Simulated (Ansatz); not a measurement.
# Ni3Bi: the cost of one run

Program: the Python package of Ansatz 0.2.0. The levels of theory stand in the script. These are calculated values, not measurements.

## (1) The structure

Symmetry: Pm-3m, No. 221, cubic system. Conventional cell: a = 3.822 Å, b = 3.822 Å, c = 3.822 Å, α = 90.00°, β = 90.00°, γ = 90.00°. Ni (site symmetry 4/mmm) is surrounded by 8 Ni at 2.70 Å and 4 Bi at 2.70 Å. Around Bi (site symmetry m-3m) lie 12 Ni at 2.70 Å.

No structure file is read: the coordinates are typed or built in the script.

## (2) The script

The input, lattice_ni3bi.py:

```python
'''How the lattice of Ni3Bi depends on the functional.'''

import ansatz as az
import numpy as np

def edges_and_angles(cell):
    cell = np.asarray(cell)
    a, b, c = np.linalg.norm(cell, axis=1)
    cosines = cell[1] @ cell[2] / (b * c), cell[0] @ cell[2] / (a * c), cell[0] @ cell[1] / (a * b)
    return (a, b, c, *np.degrees(np.arccos(cosines)))

vectors = np.array([
    [3.822007, 0.0, 0.0],
    [0.0, 3.822007, 0.0],
    [0.0, 0.0, 3.822007],
])
ni3bi = (
    az.Lattice.of(vectors)
    .atom('Ni', (0.0, 0.5, 0.5))
    .atom('Ni', (0.5, 0.0, 0.5))
    .atom('Ni', (0.5, 0.5, 0.0))
    .atom('Bi', (0.0, 0.0, 0.0))
    .moments(Ni=1.5)
)

calc = (
    ni3bi.calculation()
    .basis(420)
    .occupations(az.OccupationsMethod.FERMI_DIRAC, width=0.15)
    .kpoints(6, 6, 6)
    .spin('collinear')
    .relax(cell=True, force_tolerance=0.03, max_steps=100)
)

levels = [('r2scan', 'rvv10'), ('rpbe', 'none'), ('revpbe', 'd3bj')]
print('level            a       b       c    alpha   beta  gamma  V/atom  steps')
for name, dispersion in levels:
    seen = []
    run = calc.functional(name, dispersion=dispersion).session().plan()
    done = run.execute(on_event=lambda e: seen.append(e) if e['event'] == 'relax_step' else None)
    cell = done.lattice.cell_ang
    label = name if dispersion == 'none' else f'{name}+{dispersion}'
    print('{:13s} {:7.4f} {:7.4f} {:7.4f} {:6.2f} {:6.2f} {:6.2f}'.format(label, *edges_and_angles(cell)), f'{abs(np.linalg.det(cell)) / len(done.lattice.sites):7.3f} {len(seen):5d}')
```

## (3) Launch

Run with:

```console
python lattice_ni3bi.py
```

What time and memory should one allow on 1 thread of Arm Neoverse V1, shared host?

About 3.2 min, with a peak of 0.61 GiB.
